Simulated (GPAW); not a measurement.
# CsLiCr2Te2S3 (R32) in GPAW: a series of runs, part 2 of 2

GPAW 26.7.0. The steps go on from the part before.

## 3. Atomic charges, PBE, collinear spin, ferromagnetic start

Contents of run.py:

```python
import numpy as np
from ase import Atoms
from ase.dft.bandgap import bandgap
from ase.io import write
from ase.units import Bohr, GPa
from ase.parallel import parprint
from gpaw import GPAW, PW
from gpaw.analyse.hirshfeld import HirshfeldPartitioning

atoms = Atoms(['Cs', 'Li', 'Cr', 'Cr', 'Te', 'Te', 'S', 'S', 'S'],
              cell=[[3.3192902327, 1.9163931094, 6.87982],
                    [-3.3192902327, 1.9163931094, 6.87982],
                    [0.0, -3.8327862188, 6.87982]],
              scaled_positions=[[0.0, 0.0, 0.0],
                                [0.5, 0.5, 0.5],
                                [0.79848, 0.79848, 0.79848],
                                [0.20152, 0.20152, 0.20152],
                                [0.6799, 0.6799, 0.6799],
                                [0.3201, 0.3201, 0.3201],
                                [0.13626, 0.86374, 0.5],
                                [0.5, 0.13626, 0.86374],
                                [0.86374, 0.5, 0.13626]],
              pbc=True)
atoms.set_initial_magnetic_moments([0.0, 0.0, 3.0, 3.0, 0.0, 0.0, 0.0, 0.0, 0.0])

calc = GPAW(mode=PW(800),
            xc='PBE',
            kpts={'size': (4, 4, 4), 'gamma': True},
            occupations={'name': 'fermi-dirac', 'width': 0.05},
            nbands=49,
            convergence={'density': 1e-05, 'energy': 1e-05},
            maxiter=150,
            legacy_gpaw=True,
            txt='gpaw.txt')
atoms.calc = calc
energy = atoms.get_potential_energy()
forces = atoms.get_forces()
stress = atoms.get_stress()
calc.write('gs.gpw')
write('result.traj', atoms)
parprint(f'Energy: {energy:.6f} eV')
parprint('Forces (eV/A):')
parprint(forces.round(4))
parprint('Stress (GPa):', (stress / GPa).round(3))
parprint('Moments:', calc.get_magnetic_moments().round(3))
parprint('Fermi level:', round(calc.get_fermi_level(), 4), 'eV')
parprint(f'Gap: {bandgap(calc)[0]:.4f} eV, direct: {bandgap(calc, direct=True)[0]:.4f} eV')

hirshfeld = HirshfeldPartitioning(calc)
parprint('Hirshfeld charges:', *np.round(hirshfeld.get_charges(), 4))
parprint('Hirshfeld volume ratios:', *np.round(hirshfeld.get_effective_volume_ratios(), 4))

# fields on the real-space grid
write('density.cube', atoms, data=calc.get_pseudo_density() * Bohr**3)
write('potential.cube', atoms, data=calc.get_electrostatic_potential())
write('spin.cube', atoms, data=(calc.get_pseudo_density(spin=0) - calc.get_pseudo_density(spin=1)) * Bohr**3)
```

Potentials or basis: GPAW PAW data sets (gpaw-data 1.2.1), pw.

Run with:

```sh
$ OMP_NUM_THREADS=1 mpirun -n 8 gpaw python run.py
```

gpaw.txt:

```text
___ ___ ___ _ _ _
 |   |   |_  | | | |
 | | | | | . | | | |
 |__ |  _|___|_____|  26.7.0
 |___|_|

Input parameters:
  convergence: {density: 1e-05,
                energy: 1e-05}
  kpts: {gamma: True,
         size: (4, 4, 4)}
  maxiter: 150
  mode: {ecut: 800.0,
         name: pw}
  nbands: 49
  occupations: {name: fermi-dirac,
                width: 0.05}
  xc: PBE

System changes: positions, numbers, cell, pbc, initial_charges, initial_magmoms

Initialize ...

species:
  Cs:
    name:    Caesium
    Z:       55.0
    valence: 9
    core:    46
    charge:  0.0  # [|e|]
    compensation charges:
      type: gauss
      rc: 0.33  # [Å]
      lmax: 2
    cutoffs:
      filter: 2.06  # [Å]
      core: 2.51  # [Å]
    projectors
    | kind |    occ | energy [eV] | rcut [Å] |
    |------|--------|-------------|----------|
    |   5s |  2.000 |     -26.706 |    1.164 |
    |   6s |  1.000 |      -2.085 |    1.164 |
    |   5p |  6.000 |     -13.523 |    1.058 |
    |    p |        |      13.688 |    1.058 |
    |    d |        |       0.000 |    1.058 |

    Using partial waves for Cs as LCAO basis

  Li:
    name:    Lithium
    Z:       3.0
    valence: 1
    core:    2
    charge:  0.0  # [|e|]
    compensation charges:
      type: gauss
      rc: 0.33  # [Å]
      lmax: 2
    cutoffs:
      filter: 1.91  # [Å]
      core: 2.55  # [Å]
    projectors
    | kind |    occ | energy [eV] | rcut [Å] |
    |------|--------|-------------|----------|
    |   2s |  1.000 |      -2.874 |    1.058 |
    |   2p |  0.000 |      -1.090 |    1.058 |
    |    s |        |      24.337 |    1.058 |

    Using partial waves for Li as LCAO basis

  Cr:
    name:    Chromium
    Z:       24.0
    valence: 6
    core:    18
    charge:  0.0  # [|e|]
    compensation charges:
      type: gauss
      rc: 0.35  # [Å]
      lmax: 2
    cutoffs:
      filter: 2.14  # [Å]
      core: 3.04  # [Å]
    projectors
    | kind |    occ | energy [eV] | rcut [Å] |
    |------|--------|-------------|----------|
[... 132 lines left out ...]
Number of bands in calculation: 49
Number of valence electrons: 52
Bands to converge: occupied

... initialized

Initializing position-dependent things.

Density initialized from atomic densities
Creating initial wave functions:
  47 bands from LCAO basis set
  2 bands from random numbers

               Cr

               Te

                   S
        S      Li

                S

               Te

               Cr

               Cs

Atomic positions and initial magnetic moments

Positions:
   0 Cs     0.000000    0.000000    0.000000    ( 0.0000,  0.0000,  0.0000)
   1 Li     0.000000    0.000000   10.319730    ( 0.0000,  0.0000,  0.0000)
   2 Cr    -0.000000    0.000000   16.480196    ( 0.0000,  0.0000,  3.0000)
   3 Cr    -0.000000   -0.000000    4.159264    ( 0.0000,  0.0000,  3.0000)
   4 Te    -0.000000   -0.000000   14.032769    ( 0.0000,  0.0000,  0.0000)
   5 Te     0.000000   -0.000000    6.606691    ( 0.0000,  0.0000,  0.0000)
   6 S     -2.414717   -0.000000   10.319730    ( 0.0000,  0.0000,  0.0000)
   7 S      1.207359   -2.091206   10.319730    ( 0.0000,  0.0000,  0.0000)
   8 S      1.207359    2.091206   10.319730    ( 0.0000,  0.0000,  0.0000)

Unit cell:
           periodic     x           y           z      points  spacing
  1. axis:    yes    3.319290    1.916393    6.879820    54     0.1026
  2. axis:    yes   -3.319290    1.916393    6.879820    54     0.1026
  3. axis:    yes    0.000000   -3.832786    6.879820    54     0.1026

  Lengths:   7.875416   7.875416   7.875416
  Angles:   49.855481  49.855481  49.855481

Effective grid spacing dv^(1/3) = 0.1186

iter:   1   -48.603210                   +5.9880
iter:   2   -45.823958   -1.24  -0.89    +5.9131
iter:   3   -45.603803   -2.14  -1.11    +5.7328
iter:   4   -45.454363   -2.05  -1.17    +5.2008
iter:   5   -45.575677   -1.97  -1.34    +4.4854
iter:   6   -45.677034   -2.16  -1.60    +3.8736
iter:   7   -45.556047   -2.70  -1.65    +4.0584
iter:   8   -45.556888   -3.10  -2.22    +3.9814
iter:   9   -45.555578   -3.96  -2.55    +4.0163
iter:  10   -45.556248   -4.19  -2.82    +4.0005
iter:  11   -45.556499   -4.59  -3.27    +4.0037
iter:  12   -45.556433c  -4.95  -3.24    +4.0040
iter:  13   -45.556432c  -5.24  -3.61    +4.0038
iter:  14   -45.556429c  -5.52  -3.69    +4.0032
iter:  15   -45.556429c  -5.84  -4.21    +4.0033
iter:  16   -45.556423c  -6.15  -4.43    +4.0031
iter:  17   -45.556425c  -6.43  -4.55    +4.0031
iter:  18   -45.556425c  -6.69  -5.15c   +4.0031
iter:  19   -45.556425c  -6.90  -5.26c   +4.0031
iter:  20   -45.556425c  -7.44c -5.35c   +4.0031

Converged after 20 iterations.

Dipole moment: (-0.000000, -0.000000, 0.000000) |e|*Ang

Total magnetic moment: (0.000000, 0.000000, 4.003144)
Local magnetic moments:
   0 Cs ( 0.000000,  0.000000, -0.005775)
   1 Li ( 0.000000,  0.000000,  0.005602)
   2 Cr ( 0.000000,  0.000000,  2.237690)
   3 Cr ( 0.000000,  0.000000,  2.237690)
   4 Te ( 0.000000,  0.000000, -0.196662)
   5 Te ( 0.000000,  0.000000, -0.196662)
   6 S  ( 0.000000,  0.000000, -0.066991)
   7 S  ( 0.000000,  0.000000, -0.066991)
   8 S  ( 0.000000,  0.000000, -0.066991)

Energy contributions relative to reference atoms: (reference = -671321.845766)

Kinetic:        +15.938816
Potential:      -28.122402
External:        +0.000000
XC:             -34.333167
Entropy (-ST):   -0.019659
Local:           +0.970158
SIC:             +0.000000
--------------------------
Free energy:    -45.566254
Extrapolated:   -45.556425

Spin contamination: 1.074939 electrons
Showing only first 2 kpts
                      Up                     Down
 Kpt  Band  Eigenvalues  Occupancy  Eigenvalues  Occupancy
  0    24      3.13116    0.99995      4.38169    0.00000
  0    25      3.13174    0.99995      4.38175    0.00000
  0    26      3.46144    0.96201      4.70651    0.00000
  0    27      3.46195    0.96163      4.70816    0.00000

  1    24      2.70807    1.00000      4.58326    0.00000
  1    25      3.11779    0.99996      4.67230    0.00000
  1    26      3.16150    0.99990      4.72940    0.00000
  1    27      3.55462    0.79705      5.20027    0.00000

Fermi level: 3.62302

No gap
No difference between direct/indirect transitions

Forces in eV/Ang:
  0 Cs    0.00000    0.00000    0.00000
  1 Li    0.00000   -0.00000    0.00000
  2 Cr    0.00000    0.00000   -0.11326
  3 Cr   -0.00000   -0.00000    0.11326
  4 Te   -0.00000    0.00000    0.03064
  5 Te    0.00000    0.00000   -0.03064
  6 S     0.05055    0.00000    0.00000
  7 S    -0.02527    0.04378    0.00000
  8 S    -0.02527   -0.04378    0.00000

Stress tensor:
    -0.002100     0.000000    -0.000000
    -0.000000    -0.002100     0.000000
    -0.000000     0.000000     0.000576
Writing to gs.gpw (mode='')

Initializing position-dependent things.
```

stdout:

```text
Energy: -45.556425 eV
Forces (eV/A):
[[ 0.      0.      0.    ]
 [ 0.     -0.      0.    ]
 [ 0.      0.     -0.1133]
 [-0.     -0.      0.1133]
 [-0.      0.      0.0306]
 [ 0.      0.     -0.0306]
 [ 0.0505  0.      0.    ]
 [-0.0253  0.0438  0.    ]
 [-0.0253 -0.0438  0.    ]]
Stress (GPa): [-0.336 -0.336  0.092  0.    -0.     0.   ]
Moments: [-0.006  0.006  2.238  2.238 -0.197 -0.197 -0.067 -0.067 -0.067]
Fermi level: 3.623 eV
Gap: 0.0000 eV, direct: 0.0000 eV
Hirshfeld charges: 0.2012 0.0958 0.2603 0.2603 -0.0783 -0.0783 -0.2144 -0.2144 -0.2144
Hirshfeld volume ratios: 0.9793 0.9642 0.9647 0.9647 0.9868 0.9868 0.9952 0.9952 0.9952
```

Wall time 1.8 min (8 MPI ranks of Intel Xeon 6975P-C (Granite Rapids), shared host); peak memory 1.2 GiB.

What came out:

```
Free energy            : -45.5663 eV
Pressure               : 0.2 GPa
Largest force          : 0.113 eV/Å
Band gap on the k mesh : none (metal or under the smearing width)
Net moment             : 4.00 μB per cell
Site moments           : Cs -0.01; Li +0.01; Cr +2.24; Te -0.20; S -0.07 μB
Hirshfeld charges      : Cs +0.20; Li +0.10; Cr +0.26; Te -0.08; S -0.21 e
```

Forces on the atoms (eV/Å):
```
Cs   0.000  0.000  0.000
Li   0.000  0.000  0.000
Cr   0.000  0.000 -0.113
Cr   0.000  0.000  0.113
Te   0.000  0.000  0.031
Te   0.000  0.000 -0.031
S    0.051  0.000  0.000
S   -0.025  0.044  0.000
S   -0.025 -0.044  0.000
```

Caveat: only a ferromagnetic start was run, and an antiferromagnetic order may lie lower in energy.
